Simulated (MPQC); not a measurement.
**RbBr (SMILES [Br][Rb]) at 5 levels**

Wanted: a comparison of 5 runs (HF/STO-3G, HF/3-21G, BLYP/STO-3G, PBE0/3-21G, MP2/STO-3G) of RbBr. 

Program for the calculation: MPQC 2.3.1.

2 further runs of the same task are left out: 2 set aside as unsound or not needed.

### 1 Starting point

The species is RbBr (2 atoms), meant as a singlet with charge 0. SMILES: `[Br][Rb]`. The bond length is the measured one.

Bond lengths: Br1–Rb2 2.945 Å.

### 2 Energy and forces at HF/STO-3G (run 1)

File run.in:

```
molecule<Molecule>: (
    symmetry = c1
    unit = angstrom
    { atoms geometry } = {
        Br [ 0.000000       0.000000       0.000000 ]
        Rb [ 0.000000       0.000000       2.944744 ]
    }
)
basis<GaussianBasisSet>: (
    name = "STO-3G"
    molecule = $:molecule
    basisdir = "."
    puream = yes
)
mpqc: (
    checkpoint = no
    savestate = no
    restart = no
    do_energy = yes
    do_gradient = yes
    optimize = no
    mole<CLHF>: (
        molecule = $:molecule
        basis = $:basis
        total_charge = 0
        memory = 1000000000
        print_evals = yes
        maxiter = 120
        value_accuracy = 1e-08
    )
)
```

The basis set STO-3G is read from a file made from the Basis Set Exchange's data (not shown).

The run is started by

```console
$ mpqc -o run.out run.in
```

The log of the run:

```text
MPQC: Massively Parallel Quantum Chemistry
[...]
  CLSCF::init: total charge = 0
[...]
  nbasis = 40
[...]
  iter     1 energy = -5451.8928327128 delta = 4.76152e-01
[...]
  LUMO is    37   A =   0.259354
  total scf energy = -5452.4007438927
[...]
Value of the MolecularEnergy: -5452.4007438927
  Gradient of the MolecularEnergy:
      1   -0.0000000000
      2   -0.0000000000
      3   -0.0051962007
      4    0.0000000000
      5    0.0000000000
      6    0.0051962007
  Function Parameters:
    value_accuracy    = 8.643094e-09 (1.000000e-08) (computed)
    gradient_accuracy = 8.643094e-07 (1.000000e-06) (computed)
    hessian_accuracy  = 0.000000e+00 (1.000000e-04)
[...]
      symmetry = c1
[...]
```

Wall time 0.52 s (1 thread of Intel Xeon 6975P-C (Granite Rapids), shared host).

### 3 Energy and forces at HF/3-21G (run 2)

File run.in:

```
% emacs should use -*- KeyVal -*- mode
molecule<Molecule>: (
  symmetry = c1
  unit = bohr
  { atoms geometry } = {
    Br [ 0.00000000     0.00000000     0.00000000 ]
    Rb [ 0.00000000     0.00000000     5.56475967 ]
  }
)
basis<GaussianBasisSet>: (
  name = "3-21G"
  molecule = $:molecule
  basisdir = "."
  puream = yes
)
mpqc: (
  checkpoint = no
  savestate = no
  restart = no
  do_energy = yes
  do_gradient = yes
  optimize = no
  mole<CLHF>: (
    molecule = $:molecule
    basis = $:basis
    total_charge = 0
    memory = 1000000000
    print_evals = yes
    maxiter = 120
    value_accuracy = 1e-08
  )
)
```

The basis set 3-21G is read from a file made from the Basis Set Exchange's data (not shown).

The run is started by

```console
$ mpqc run.in > run.out
```

The log of the run:

```text
MPQC: Massively Parallel Quantum Chemistry
[...]
  CLSCF::init: total charge = 0
[...]
  nbasis = 48
[...]
  iter     1 energy = -5481.4078034968 delta = 3.82192e-01
[...]
  LUMO is    37   A =  -0.016106
  total scf energy = -5484.8260786534
[...]
Value of the MolecularEnergy: -5484.8260786534
  Gradient of the MolecularEnergy:
      1    0.0000000000
      2   -0.0000000000
      3    0.0199119884
      4   -0.0000000000
      5    0.0000000000
      6   -0.0199119884
  Function Parameters:
    value_accuracy    = 3.289884e-09 (1.000000e-08) (computed)
    gradient_accuracy = 3.289884e-07 (1.000000e-06) (computed)
    hessian_accuracy  = 0.000000e+00 (1.000000e-04)
[...]
      symmetry = c1
[...]
```

Wall time 0.91 s (1 thread of Intel Xeon 6975P-C (Granite Rapids), shared host).

Runs 3 to 4 aren't shown in full; the table further down has their settings and results.

### 4 A single-point energy at MP2/STO-3G (run 5)

File mol.in:

```
% emacs should use -*- KeyVal -*- mode
molecule<Molecule>: (
  symmetry = auto
  unit = angstrom
  { atoms geometry } = {
    Br [ 0.000000 0.000000 0.000000 ]
    Rb [ 0.000000 0.000000 2.944744 ]
  }
)
basis<GaussianBasisSet>: (
  name = "STO-3G"
  molecule = $:molecule
  basisdir = "."
  puream = yes
)
mpqc: (
  checkpoint = no
  savestate = no
  restart = no
  do_energy = yes
  do_gradient = no
  optimize = no
  mole<MBPT2>: (
    molecule = $:molecule
    basis = $:basis
    memory = 1000000000
    method = mp
    nfzc = 0
    reference<CLHF>: (
      molecule = $:molecule
      basis = $:basis
      total_charge = 0
      memory = 1000000000
      print_evals = yes
      maxiter = 60
    )
  )
)
```

The basis set STO-3G is read from a file made from the Basis Set Exchange's data (not shown).

The run is started by

```console
$ mpqc mol.in > mol.out
```

The log of the run:

```text
MPQC: Massively Parallel Quantum Chemistry
[...]
  CLSCF::init: total charge = 0
[...]
  nbasis = 40
[...]
  iter     1 energy = -5451.8928327128 delta = 4.76152e-01
[...]
  LUMO is    19  A1 =   0.259354
  total scf energy = -5452.4007438927
[...]
  MP2 correlation energy [au]:         -0.020190494497
  MP2 energy [au]:                   -5452.420934387154
Value of the MolecularEnergy: -5452.4209343872
[...]
        symmetry = c2v
[...]
```

It took 0.68 s on 1 thread of Intel Xeon 6975P-C (Granite Rapids), shared host.

### 5 All runs side by side

```csv
run,level,integration grid,task,energy (Eh),HOMO energy (eV),LUMO energy (eV),HOMO–LUMO gap (eV),wall time
1,HF/STO-3G,–,gradient,-5452.400744,-3.57,7.06,10.63,0.52 s
2,HF/3-21G,–,gradient,-5484.826079,-7.49,-0.44,7.05,0.91 s
3,BLYP/STO-3G,xfine,gradient,-5454.913247,0.47,2.70,2.23,5.1 s
4,PBE0/3-21G,xfine,gradient,-5487.707354,-4.88,-1.62,3.26,7.8 s
5,MP2/STO-3G,–,energy,-5452.420934,-3.57,7.06,10.63,0.68 s
```

### 6 Summary of results

```
                                    quantity           value
                         run 5: total energy  -5452.42093 Eh
  run 5: HOMO energy (Hartree–Fock orbitals)        -3.57 eV
  run 5: LUMO energy (Hartree–Fock orbitals)         7.06 eV
run 5: HOMO–LUMO gap (Hartree–Fock orbitals)        10.63 eV
                   run 5: correlation energy       -20.2 mEh
```

In words: Over runs 1, 2, 3, 4 the HOMO–LUMO gap runs from 2.23 eV (BLYP/STO-3G) to 10.63 eV (HF/STO-3G). Exact exchange widens orbital gaps. Totals of different functionals can't be ranked against each other. In runs 1, 3, 5 the basis is minimal, so the values are rough. In runs 1, 2, 3, 4, 5 relativity is left out where basis or elements ask for it. All runs together took 15 s, the longest 7.8 s.
